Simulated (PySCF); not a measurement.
# H3NSm (Sm(NH3)2+): the cost of one run

Computed with PySCF 2.14.0. Level: several levels, as the steps say, no spin–orbit coupling.

1 further run of the same task is left out (for a known fault of the program).

## (1) The starting structure

5 atoms, charge 2, spin multiplicity 1.

Bond lengths: Sm1–N2 2.599 Å, N2–H3 1.030 Å, N2–H4 1.030 Å, N2–H5 1.030 Å. Angles: Sm1–N2–H3 115.2°, Sm1–N2–H4 115.2°, Sm1–N2–H5 115.2°, H3–N2–H4 103.2°, H3–N2–H5 103.2°, H4–N2–H5 103.2°.

Coordinates:

```xyz
5
charge 2, multiplicity 1
Sm    0.0000    0.0000   -0.2111
N     0.0000    0.0000    2.3884
H     0.9318    0.0000    2.8272
H    -0.4659    0.8069    2.8272
H    -0.4659   -0.8070    2.8272
```

Formal oxidation states: Sm +2. Each metal's 6 4f electrons lie in its core potential, so multiplicities, spins and levels count the valence alone. An earlier session relaxed this geometry at PBE0, Sm lcecp-0-SVP with ECP52, N def2-SVP, H def2-SVP (singlet, point group C3v).

At PBE0 on the finer grid: E = -84.741396 Eh, frontier levels not given, since the 4f levels lie in the core, Mulliken charge on Sm1 +1.72 e, largest force component 0.002 eV/Å. 

Levels to run: BLYP; M06-L; PBE0, TZVP. Hardware: 2 threads of Arm Neoverse V2, shared host.

## (2) BLYP

Contents of run.py (the lines that set the calculation):

```python
mol = gto.M(atom='''
Sm     0.00000     0.00000    -0.21108
N      0.00000     0.00000     2.38840
H      0.93180     0.00004     2.82724
H     -0.46593     0.80695     2.82724
H     -0.46587    -0.80698     2.82724''',
    basis={'Sm': 'lcecp-0-SVP', 'N': 'def2-SVP', 'H': 'def2-SVP'},
    ecp={'Sm': 'lcecp-0-SVP'},
    charge=2, spin=0)
mf = dft.RKS(mol, xc='BLYP')
mf.grids.atom_grid = (75, 302)  # f atoms: unpruned, at least (60, 302)
mf = mf.density_fit()  # fitting sets: Sm AutoAux, N def2-universal-JKFIT, H def2-universal-JKFIT
mf.conv_tol = 1e-08; mf.max_cycle = 55
mf.kernel(dm0)  # dm0: the density of the relaxed state
```

Started as:

```
OMP_NUM_THREADS=2 python run.py
```

**Question.** How long does this run take on 2 threads of Arm Neoverse V2, shared host?

About 1.7 s.
